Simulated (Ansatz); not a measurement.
**Ti2Rh: squeezing one contact**

The task here is to estimate one member of a computed series from the others.

Program: Ansatz 0.2.0. Level of theory: DFT PBEsol, with the methods named in each step. These are calculated values, not measurements.

5 further runs of the same task are left out: 5 that didn't finish.

## The structure to begin with

The structure is tetragonal, space group I4/mmm (No. 139). The conventional cell has a = 3.052 Å, b = 3.052 Å, c = 9.816 Å, α = 90.00°, β = 90.00°, γ = 90.00°. Ti (site symmetry 4mm) is surrounded by 5 Rh at 2.68 to 3.32 Å and 9 Ti at 2.77 to 3.17 Å. Rh (site symmetry 4/mmm) is surrounded by 8 Ti at 2.68 Å and 4 Rh at 3.05 Å.

Structure file:

```
Ti Rh
1.0
    -1.52600    1.52600    4.90797
     1.52600   -1.52600    4.90797
     1.52600    1.52600   -4.90797
Ti Rh
2 1
Direct
  0.66158 0.66158 0.00000
  0.33842 0.33842 0.00000
  0.00000 0.00000 0.00000
```

Atoms are numbered in the order of the input: Ti1, Ti2, Rh3.

Set-up of the first run:

Input file input.yaml:

```yaml
crystal:
  lattice:
    - [-1.52599509, 1.52599509, 4.9079679]
    - [1.52599509, -1.52599509, 4.9079679]
    - [1.52599509, 1.52599509, -4.9079679]
  atoms:
    - { symbol: Ti, position: [0.66157894, 0.66157894, 0.0] }
    - { symbol: Ti, position: [0.33842106, 0.33842106, 0.0] }
    - { symbol: Rh, position: [0.0, 0.0, 0.0] }
kpoints:
  mp_grid: { grid: [14, 14, 14] }
scf:
  occupations: { method: fermi_dirac, width: 0.05 }
hamiltonian:
  xc: pbesol
  pseudopotentials: { kind: all_electron, lapw: { basis_error: 0.001 } }
output:
  forces: true
  stress: true
  eigenvalues: true
  populations: true
```

Launch:

```bash
$ ansatz run input.yaml --threads 1 --pin off --max-ram 3072MiB --backend cpu --events-out ev --progress --plain --runs-dir out
```

Among the steps run: The bond as given, LAPW; Shortest bond scaled by 1, PAW; Shortest bond scaled by 0.94, PAW; Shortest bond scaled by 0.88, PAW; Shortest bond scaled by 0.64, PAW; Shortest bond scaled by 0.58, PAW; Shortest bond scaled by 0.58, PAW (partial_waves polarizable).

One table of the session follows, with a row left open; its other results are not shown here.

```
                         method  length (Å)  F from the given length (eV/cell)  force along the bond (eV/Å)  pressure (GPa)  largest force (eV/Å)
                           LAPW       2.678                              0.000                       -0.003           -4.25                 0.009
                            PAW       1.553                                  ?                            ?               ?                     ?
                            PAW       1.714                              4.929                       18.449           46.96                18.581
                            PAW       2.357                              0.299                        2.024            0.28                 2.200
                            PAW       2.518                              0.069                        0.891           -2.90                 1.003
                            PAW       2.678                              0.000                       -0.003           -4.24                 0.009
PAW (partial_waves polarizable)       1.553                                  –                       38.377           84.48                38.547
```

Q: Estimate the row for PAW, 1.553 from the others.

As computed: F from the given length (eV/cell): 9.248; force along the bond (eV/Å): 38.508; pressure (GPa): 84.71; largest force (eV/Å): 38.678.

To keep in mind: Warnings in the runs' records: gradients without spin orbit.
